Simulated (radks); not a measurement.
# The Coulomb parameter U of the 5d shell of Os³⁺

Aim: U as the second difference [E(n + 1) + E(n − 1) − 2E(n)]/1², with all orbitals relaxed. Bare: the atom's charge changes with n. Screened: the 6p shell takes up the change. The start is a model configuration, not necessarily the ground state.

Program: radks (a radial shooting solver on a logarithmic mesh, Libxc functionals) version 1. Level of theory: scalar-relativistic Kohn-Sham, SCAN, spin-unpolarised, spherical densities, finite nucleus. These are calculated values, not measurements, unless marked.

### 1 What is computed

| Item | Value |
| --- | --- |
| element | osmium (Z = 76) |
| charge | +3 |
| electrons | 73 |
| configuration | [Xe] 4f14 5d4 6p1 |
| nuclear rms radius | 5.4126 fm |

Outer shells as boxes (Hund's rule):

Os³⁺
```
[Xe] core
4f [↑↓][↑↓][↑↓][↑↓][↑↓][↑↓][↑↓]
5d [↑ ][↑ ][↑ ][↑ ][  ]
6p [↑ ][  ][  ]
```

### 2 Start: [Xe] 4f14 5d4 6p1

Settings of this run:

```text
Z 76
configuration [Xe] 4f14 5d4 6p1
relativity scalar-relativistic
functional scan,scan
spin unpolarised
nucleus finite rms 5.4126 fm
c 137.035999084
```

### 3 Bare +1: [Xe] 4f14 5d5 6p1

Input: that of step 2 with these lines changed.

```diff
@@ -1,3 +1,3 @@
 Z 76
-configuration [Xe] 4f14 5d4 6p1
+configuration [Xe] 4f14 5d5 6p1
 relativity scalar-relativistic
```

### 4 Bare -1: [Xe] 4f14 5d3 6p1

Input: that of step 3 with these lines changed.

```diff
@@ -1,3 +1,3 @@
 Z 76
-configuration [Xe] 4f14 5d5 6p1
+configuration [Xe] 4f14 5d3 6p1
 relativity scalar-relativistic
```

### 5 Screened +1: [Xe] 4f14 5d5

Input: that of step 4 with these lines changed.

```diff
@@ -1,3 +1,3 @@
 Z 76
-configuration [Xe] 4f14 5d3 6p1
+configuration [Xe] 4f14 5d5
 relativity scalar-relativistic
```

### 6 Screened -1: [Xe] 4f14 5d3 6p2

Input: that of step 5 with these lines changed.

```diff
@@ -1,3 +1,3 @@
 Z 76
-configuration [Xe] 4f14 5d5
+configuration [Xe] 4f14 5d3 6p2
 relativity scalar-relativistic
```

What does the calculation give?

**Answer**, as computed:

```csv
quantity,value (eV)
"U, bare",12.798
"U, screened by 6p",1.821
"F0(5d,5d), frozen orbitals",15.749
```

In words: Relaxing the orbitals brings U down to 81 % of the Slater integral F0. Letting 6p compensate leaves 14 % of the bare value; this second difference measures U(5d,5d) + U(6p,6p) − 2U(5d,6p). A solid screens further than the bare atom, so the bare value is an upper guide for the U of a crystal.
